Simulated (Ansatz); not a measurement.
**Nb3N5: further runs on the relaxed cell**

The task here is to estimate one member of a computed series from the others.

Method: DFT PBEsol, scalar-relativistic, plane waves, PAW, in Ansatz 0.2.0.

## The structure to begin with

Symmetry: Cmcm, No. 63, orthorhombic system. Conventional cell: a = 3.867 Å, b = 10.236 Å, c = 10.236 Å, α = 90.00°, β = 90.00°, γ = 90.00°. Nb (site symmetry m) has 6 N at 1.93 to 2.26 Å in its first shell of neighbours. Nb (site symmetry m2m) has 6 N at 2.03 to 2.10 Å in its first shell of neighbours. Around N (site symmetry m) lie 4 Nb at 2.03 to 2.26 Å. N (site symmetry m) has 3 Nb at 1.93 to 2.08 Å in its first shell of neighbours. N (site symmetry m2m) has 4 Nb at 2.03 to 2.22 Å in its first shell of neighbours.

Coordinates:

```cif
data_structure
_symmetry_space_group_name_H-M 'Cmcm'
_symmetry_Int_Tables_number 63
_cell_length_a 3.8668
_cell_length_b 10.2359
_cell_length_c 10.2360
_cell_angle_alpha 90.000
_cell_angle_beta 90.000
_cell_angle_gamma 90.000
_cell_volume 405.15
loop_
_atom_site_label
_atom_site_type_symbol
_atom_site_symmetry_multiplicity
_atom_site_Wyckoff_symbol
_atom_site_fract_x
_atom_site_fract_y
_atom_site_fract_z
_atom_site_occupancy
Nb1 Nb 8 f 0.00000 0.13177 0.94121 1
Nb2 Nb 4 c 0.00000 0.20307 0.25000 1
N1 N 8 f 0.00000 0.30890 0.42627 1
N2 N 8 f 0.00000 0.04684 0.12044 1
N3 N 4 c 0.00000 0.23492 0.75000 1
```

It goes back to an entry of the Materials Project, which need not be the stable form.

It is the result of an earlier relaxation at this level (volume 12.66 Å³/atom; gap on the mesh: 0.73 eV).

Set-up of the first run:

The input, input.yaml:

```yaml
crystal:
  lattice:
    - [1.9138849045, -5.0662591232, 0.0]
    - [1.9138849045, 5.0662591232, 0.0]
    - [0.0, 0.0, 10.1325759249]
  atoms:
    - { symbol: Nb, position: [0.868228891, 0.131771109, 0.4412096569] }
    - { symbol: Nb, position: [0.868228891, 0.131771109, 0.0587903431] }
    - { symbol: Nb, position: [0.7969294861, 0.2030705139, 0.75] }
    - { symbol: Nb, position: [0.2030705139, 0.7969294861, 0.25] }
    - { symbol: Nb, position: [0.131771109, 0.868228891, 0.5587903431] }
    - { symbol: Nb, position: [0.131771109, 0.868228891, 0.9412096569] }
    - { symbol: "N", position: [0.6911014788, 0.3088985212, 0.926274745] }
    - { symbol: "N", position: [0.9531614186, 0.0468385814, 0.6204352503] }
    - { symbol: "N", position: [0.9531614186, 0.0468385814, 0.8795647497] }
    - { symbol: "N", position: [0.6911014788, 0.3088985212, 0.573725255] }
    - { symbol: "N", position: [0.7650777264, 0.2349222736, 0.25] }
    - { symbol: "N", position: [0.0468385814, 0.9531614186, 0.3795647497] }
    - { symbol: "N", position: [0.3088985212, 0.6911014788, 0.073725255] }
    - { symbol: "N", position: [0.3088985212, 0.6911014788, 0.426274745] }
    - { symbol: "N", position: [0.2349222736, 0.7650777264, 0.75] }
    - { symbol: "N", position: [0.0468385814, 0.9531614186, 0.1204352503] }
basis:
  ecutwfc: 420
kpoints:
  mp_grid: { grid: [8, 8, 4] }
hamiltonian:
  xc: pbesol
scf:
  occupations: { method: gaussian, width: 0.02 }
output:
  forces: true
  stress: true
  eigenvalues: true
relax:
  adjacent_minimum: "off"
  f_tol: 0.01
  max_steps: 30
  cell: { stress_tol: 0.1, fix: [volume] }
```

Command:

```bash
$ ansatz run input.yaml --threads 4 --pin off --max-ram 10240MiB --backend cpu --events-out ev --progress --plain --runs-dir out
```

Among the steps run: Point at V/V0 = 0.97; Volume × 1.03; Point at V/V0 = 0.94; Point at V/V0 = 1.06; The cell scaled to 0.91 of its volume; The cell scaled to 1.10 of its volume; Volume × 0.88.

One of the session's tables, all rows but one given; the rest of the session is left out.

It belongs to the step «Equation of state». 

```
volume (Å³/atom)  energy above the lowest point (meV/atom)  pressure (GPa)  gap on the mesh (eV)
          11.142                                     166.1           39.06                  0.59
          11.521                                      88.2           26.95                  0.64
          11.901                                      37.0           16.52                  0.68
          12.281                                       8.7            7.58                  0.71
          12.661                                       0.0           -0.01                  0.73
          13.041                                       7.8           -6.39                  0.76
          13.420                                         ?               ?                     ?
          13.927                                      75.1          -16.96                  0.84
```

Q: Estimate the row for volume (Å³/atom) = 13.420 from the others.

Worked estimate for «energy above the lowest point (meV/atom)». A straight line through the neighbours (13.041, 7.8) and (13.927, 75.1) gives 7.8 + (75.1 − 7.8) × (13.420 − 13.041) / (13.927 − 13.041) = 36.6; a parabola fitted to 3 rows on both sides gives 28.2.

The run gave: energy above the lowest point (meV/atom): 29.4; pressure (GPa): -11.64; gap on the mesh (eV): 0.79. In «energy above the lowest point (meV/atom)» the line misses by +7.2 and the parabola by -1.2.
